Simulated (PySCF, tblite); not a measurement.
# C7H5BrO2: vibronic structure

Wanted: vibronic structure for C7H5BrO2 (`O=c1ccc(O)ccc1Br`).

Computed with tblite 0.8.0 and PySCF 2.14.0 and routines of our own; the level stands in each step. Atoms count from 0.

## (1) The starting structure

15 atoms, charge 0, multiplicity 1; geometry from: force field or distance geometry start.

## (2) Geometry optimisation with GFN2-xTB

The job: settings as JSON, then the geometry in Å.

```
{"job": {"kind": "relax", "xc": "GFN2-xTB", "basis": "xTB"}, "charge": 0, "multiplicity": 1}
O      2.280800     1.953200     0.379600
C      1.363200     1.119200     0.077100
C      0.164100     1.658600    -0.273000
C     -1.096300     1.080600    -0.277000
C     -1.389000    -0.262700    -0.028400
O     -2.678100    -0.575500     0.400700
C     -0.494000    -1.322000    -0.210100
C      0.909400    -1.289400    -0.209500
C      1.694200    -0.227700     0.162300
Br     3.403800    -0.691300     0.860600
H      0.165700     2.702400    -0.621200
H     -1.941900     1.703400    -0.460300
H     -2.835800    -1.324800     1.082200
H     -0.956100    -2.313700    -0.356100
H      1.405700    -2.202400    -0.548800
```

Command:

```console
> OMP_NUM_THREADS=1 python excited_run.py task.json out
```

One launch serves the whole session: the jobs run in the order shown.

Log:

```text
step      E/eV     max force
  0    -806.85072    5.663
  1    -807.28987    3.741
  2    -807.45996    1.001
  3    -807.51627    0.595
  4    -807.55972    0.458
  5    -807.58563    0.515
  6    -807.60967    0.406
  7    -807.63309    0.407
  8    -807.65995    0.555
  9    -807.68647    0.497
 10    -807.70945    0.356
 11    -807.73414    0.380
 12    -807.76232    0.460
 13    -807.78726    0.478
 14    -807.80645    0.370
 15    -807.82344    0.394
 16    -807.83782    0.512
 17    -807.85600    0.428
 18    -807.87625    0.305
 19    -807.89325    0.328
 20    -807.90777    0.405
 21    -807.92540    0.323
 22    -807.93728    0.231
 23    -807.94565    0.203
 24    -807.95349    0.235
 25    -807.96236    0.301
 26    -807.96928    0.235
 27    -807.97410    0.180
 28    -807.97740    0.160
 29    -807.98030    0.121
 30    -807.98276    0.115
 31    -807.98430    0.088
 32    -807.98541    0.080
 33    -807.98663    0.079
 34    -807.98790    0.077
 35    -807.98897    0.083
 36    -807.98979    0.078
 37    -807.99051    0.068
 38    -807.99116    0.060
 39    -807.99174    0.070
 40    -807.99228    0.079
 41    -807.99285    0.070
 42    -807.99337    0.057
 43    -807.99376    0.043
 44    -807.99401    0.041
 45    -807.99424    0.043
 46    -807.99449    0.043
 47    -807.99475    0.043
 48    -807.99499    0.041
 49    -807.99525    0.043
 50    -807.99558    0.048
 51    -807.99603    0.056
 52    -807.99665    0.070
 53    -807.99747    0.072
 54    -807.99851    0.085
 55    -807.99963    0.083
 56    -808.00060    0.068
 57    -808.00126    0.054
 58    -808.00175    0.060
 59    -808.00222    0.058
 60    -808.00271    0.055
 61    -808.00316    0.087
 62    -808.00361    0.052
 63    -808.00400    0.057
 64    -808.00433    0.046
 65    -808.00456    0.042
 66    -808.00484    0.046
 67    -808.00506    0.034
 68    -808.00525    0.035
 69    -808.00537    0.036
 70    -808.00544    0.018
 71    -808.00549    0.023
 72    -808.00552    0.012
 73    -808.00555    0.011
 74    -808.00556    0.009
```

Wall time 0.62 s (1 thread of Arm Neoverse V1, shared host); peak memory 0.18 GiB.

Relaxation path: (not every step is listed)

```tsv
step	energy from step 0 (eV)	largest force (eV/Å)
0	0.0000	5.6629
1	-0.4391	3.7412
2	-0.6092	1.0014
3	-0.6655	0.5953
4	-0.7090	0.4581
5	-0.7349	0.5152
6	-0.7590	0.4056
7	-0.7824	0.4066
8	-0.8092	0.5553
14	-0.9557	0.3698
20	-1.0571	0.4053
26	-1.1186	0.2353
32	-1.1347	0.0797
38	-1.1404	0.0595
44	-1.1433	0.0413
50	-1.1449	0.0476
56	-1.1499	0.0676
62	-1.1529	0.0525
68	-1.1545	0.0350
69	-1.1546	0.0363
70	-1.1547	0.0181
71	-1.1548	0.0234
72	-1.1548	0.0124
73	-1.1548	0.0107
74	-1.1548	0.0088
```

Distances of close pairs at the start and the end, largest changes first:

```tsv
bond	before (Å)	after (Å)	change (Å)
C1–C2	1.361	1.459	+0.099
C1–C8	1.390	1.463	+0.073
O5–H12	1.025	0.966	-0.059
O0–C1	1.276	1.221	-0.055
C4–O5	1.394	1.352	-0.042
C2–C3	1.387	1.347	-0.040
C3–C4	1.397	1.427	+0.030
C4–C6	1.399	1.369	-0.030
```

The final coordinates are the input of the step that follows.

## (3) Infrared spectrum with GFN2-xTB

The job: settings as JSON, then the geometry in Å.

```
{"job": {"kind": "ir", "xc": "GFN2-xTB", "basis": "xTB"}, "charge": 0, "multiplicity": 1}
O      2.422174     1.965447    -0.048402
C      1.478328     1.190746    -0.029785
C      0.113788     1.703477    -0.098305
C     -1.085215     1.089398    -0.095804
C     -1.408322    -0.298922    -0.021262
O     -2.742256    -0.519093    -0.043031
C     -0.532358    -1.347147     0.063509
C      0.873938    -1.312079     0.099819
C      1.718800    -0.249127     0.060579
Br     3.579711    -0.624755     0.127245
H      0.112801     2.785233    -0.162915
H     -1.968770     1.713324    -0.158071
H     -2.945127    -1.462362     0.005998
H     -0.965421    -2.340515     0.108819
H      1.343515    -2.285634     0.169695
```

Log:

```text
mode    cm-1     km/mol
  1      46.7      1.23
  2      83.9      2.95
  3     182.8      3.18
  4     230.1      2.77
  5     270.0      2.14
  6     306.2      3.65
  7     347.2      8.34
  8     362.6      0.21
  9     364.8      2.26
 10     491.2     13.44
 11     492.1    161.17
 12     560.8      6.63
 13     565.7      5.04
 14     684.7      0.03
 15     707.0     18.73
 16     740.8     15.80
 17     822.6     39.26
 18     838.7     23.79
 19     867.0     16.48
 20     912.4      9.18
 21     920.5     15.47
 22     954.1      0.02
 23    1102.8    153.60
 24    1160.1    128.92
 25    1217.1     41.45
 26    1236.4    246.37
 27    1264.4     29.17
 28    1343.4     32.54
 29    1364.2     71.48
 30    1428.8      1.32
 31    1509.1    209.08
 32    1592.7     72.40
 33    1632.1    169.31
 34    1650.5    172.88
 35    3039.1     22.14
 36    3056.1      2.00
 37    3061.7      9.24
 38    3067.8      3.91
 39    3497.6     33.71
```

It took 0.61 s on 1 thread of Arm Neoverse V1, shared host; peak memory 0.18 GiB.

The strongest bands and the atoms that carry them (share of the mass-weighted mode):

```tsv
cm⁻¹	km/mol	atoms
492	161.2	H12 85 %
1103	153.6	H12 24 %, C1 20 %, C6 12 %, C8 10 %
1160	128.9	H12 43 %, C1 17 %, H11 14 %
1236	246.4	C4 29 %, H14 14 %, O5 14 %, C1 12 %
1509	209.1	C6 29 %, C7 25 %, C4 17 %, C8 13 %
1593	72.4	C7 29 %, C8 25 %, C4 21 %, C6 11 %
1632	169.3	C3 37 %, C2 31 %
1650	172.9	C1 50 %, O0 29 %
```

## (4) Vibronic structure: TDDFT PBE0/def2-SV(P)

The job, as its differences from that of step 3:

```diff
@@ -1,2 +1,2 @@
-{"job": {"kind": "ir", "xc": "GFN2-xTB", "basis": "xTB"}, "charge": 0, "multiplicity": 1}
+{"job": {"kind": "vib", "xc": "PBE0", "basis": "def2-SV(P)", "tda": false}, "charge": 0, "multiplicity": 1}
 O      2.422174     1.965447    -0.048402
```

Method: TDDFT PBE0/def2-SV(P) vertical-gradient vibronic structure (displaced harmonic oscillators, Condon), gas phase.

Log:

```text
final grid: 66312 points
cycle   1  E = -2992.6953319256  dE =  9.179e-01  |g| = 9.814e-01  |ddm| = 5.167e+00
cycle   2  E = -2989.7176969326  dE =  2.978e+00  |g| = 2.939e+00  |ddm| = 4.092e+00
cycle   3  E = -2992.7331914679  dE = -3.015e+00  |g| = 7.804e-01  |ddm| = 3.799e+00
cycle   4  E = -2992.8922078575  dE = -1.590e-01  |g| = 2.169e-01  |ddm| = 1.079e+00
cycle   5  E = -2992.8937120750  dE = -1.504e-03  |g| = 1.860e-01  |ddm| = 5.088e-01
cycle   6  E = -2992.9038174832  dE = -1.011e-02  |g| = 3.964e-02  |ddm| = 2.756e-01
cycle   7  E = -2992.9041819411  dE = -3.645e-04  |g| = 1.121e-02  |ddm| = 5.592e-02
cycle   8  E = -2992.9042111739  dE = -2.923e-05  |g| = 3.305e-03  |ddm| = 1.988e-02
cycle   9  E = -2992.9042141838  dE = -3.010e-06  |g| = 1.653e-03  |ddm| = 7.864e-03
cycle  10  E = -2992.9042148262  dE = -6.424e-07  |g| = 7.912e-04  |ddm| = 2.643e-03
cycle  11  E = -2992.9042149474  dE = -1.212e-07  |g| = 3.695e-04  |ddm| = 1.580e-03
cycle  12  E = -2992.9042149812  dE = -3.386e-08  |g| = 1.564e-04  |ddm| = 9.566e-04
cycle  13  E = -2992.9042149850  dE = -3.776e-09  |g| = 1.151e-04  |ddm| = 3.028e-04
cycle  14  E = -2992.9042149878  dE = -2.745e-09  |g| = 6.265e-06  |ddm| = 1.774e-04
cycle  15  E = -2992.9042149878  dE = -5.457e-12  |g| = 6.496e-06  |ddm| = 1.436e-05
converged SCF energy = -2992.9042149878

Singlet excitations (eV, f): 3.546 (0.0002)  3.625 (0.1454)  3.810 (0.0000)  4.234 (0.0777)  4.626 (0.0000)  5.148 (0.1518)

State S1  3.5462 eV  f = 0.00016  H-1->L 0.79, H-1->L+1 0.18
  relaxed dipole 2.941 D, largest gradient of the excitation energy 0.1184 Eh/bohr
  mode    cm-1        S   lambda/meV  Raman
   34   1650.5    0.9886     202.3   1.000
   31   1509.1    0.9628     180.1   0.814
    3    182.8    3.3765      76.5   0.042
   32   1592.7    0.2826      55.8   0.266
   23   1102.8    0.2132      29.2   0.096
   10    491.2    0.4291      26.1   0.038
   16    740.8    0.2219      20.4   0.045
   15    707.0    0.1880      16.5   0.035
   33   1632.1    0.0647      13.1   0.064
   26   1236.4    0.0715      11.0   0.041
    7    347.2    0.2384      10.3   0.011
   29   1364.2    0.0498       8.4   0.034
  reorganisation energy 0.6814 eV, total S 7.432, 0-0 2.8648 eV
  absorption maximum 3.521 eV, width 0.798 eV

State S2  3.6250 eV  f = 0.14542  H->L 0.97
  relaxed dipole 5.209 D, largest gradient of the excitation energy 0.0777 Eh/bohr
  mode    cm-1        S   lambda/meV  Raman
   31   1509.1    1.3407     250.9   1.000
    7    347.2    0.7337      31.6   0.029
   30   1428.8    0.0994      17.6   0.066
   23   1102.8    0.1222      16.7   0.049
   32   1592.7    0.0716      14.1   0.060
   34   1650.5    0.0467       9.6   0.042
   33   1632.1    0.0368       7.5   0.032
    4    230.1    0.2552       7.3   0.004
   26   1236.4    0.0359       5.5   0.018
   10    491.2    0.0740       4.5   0.006
   27   1264.4    0.0154       2.4   0.008
   29   1364.2    0.0104       1.8   0.006
  reorganisation energy 0.3760 eV, total S 2.927, 0-0 3.2489 eV
  absorption maximum 3.475 eV, width 0.608 eV

State S6  5.1479 eV  f = 0.15185  H-3->L 0.70, H-3->L+1 0.14, H->L+1 0.11
  relaxed dipole 4.331 D, largest gradient of the excitation energy 0.0648 Eh/bohr
  mode    cm-1        S   lambda/meV  Raman
   31   1509.1    0.3284      61.4   1.000
   10    491.2    1.0067      61.3   0.325
   21    920.5    0.4464      50.9   0.506
   19    867.0    0.3967      42.6   0.399
   34   1650.5    0.1114      22.8   0.406
   30   1428.8    0.1259      22.3   0.344
   24   1160.1    0.1311      18.9   0.236
   12    560.8    0.1609      11.2   0.068
   28   1343.4    0.0601      10.0   0.145
   23   1102.8    0.0506       6.9   0.082
   29   1364.2    0.0314       5.3   0.078
    3    182.8    0.1880       4.3   0.008
  reorganisation energy 0.3294 eV, total S 3.145, 0-0 4.8185 eV
  absorption maximum 5.061 eV, width 0.488 eV

State T1  2.2345 eV  f = 0.00000  H->L 0.93
  relaxed dipole 5.312 D, largest gradient of the excitation energy 0.0990 Eh/bohr
  mode    cm-1        S   lambda/meV  Raman
   31   1509.1    1.8729     350.4   1.000
    7    347.2    0.8007      34.5   0.023
   30   1428.8    0.1587      28.1   0.076
   23   1102.8    0.1336      18.3   0.038
   32   1592.7    0.0702      13.9   0.042
   26   1236.4    0.0811      12.4   0.029
   15    707.0    0.1119       9.8   0.013
    4    230.1    0.2071       5.9   0.003
   29   1364.2    0.0285       4.8   0.012
   34   1650.5    0.0165       3.4   0.011
   33   1632.1    0.0137       2.8   0.009
   12    560.8    0.0240       1.7   0.002
  reorganisation energy 0.4917 eV, total S 3.589, 0-0 1.7427 eV
  absorption maximum 2.155 eV, width 0.630 eV
```

Wall time 64 s (1 thread of Arm Neoverse V1, shared host); peak memory 1.1 GiB.

## (5) Results

| quantity | value |
| --- | --- |
| strongest single infrared mode (GFN2-xTB) | 1236 cm⁻¹, 246 km/mol |
| zero-point energy (GFN2-xTB) | 62.9 kcal/mol |
| S1: vertical, reorganisation, 0-0, total S (step 4, TDDFT PBE0/def2-SV(P), modes from GFN2-xTB) | 3.55, 0.68, 2.86 eV; 7.4 |
| S2: vertical, reorganisation, 0-0, total S (step 4, TDDFT PBE0/def2-SV(P), modes from GFN2-xTB) | 3.62, 0.38, 3.25 eV; 2.9 |
| S6: vertical, reorganisation, 0-0, total S (step 4, TDDFT PBE0/def2-SV(P), modes from GFN2-xTB) | 5.15, 0.33, 4.82 eV; 3.1 |

What this shows: All 39 modes are real, so the xTB geometry is a minimum. The strongest single mode, at 1236 cm⁻¹, has its largest shares on C4, H14, O5 and C1 (the list is cut at 4 atoms). GFN2-xTB is a fitted tight-binding method: band positions and strengths are rough. Its intensities can rank the bands wrongly. Steps that list no spin-orbit terms leave them out, which matters at and beside the heavy atoms. The vibronic model keeps the ground-state modes (from xTB) and shifts them along the gradient alone, so it can miss much of the relaxation that a full optimisation finds.
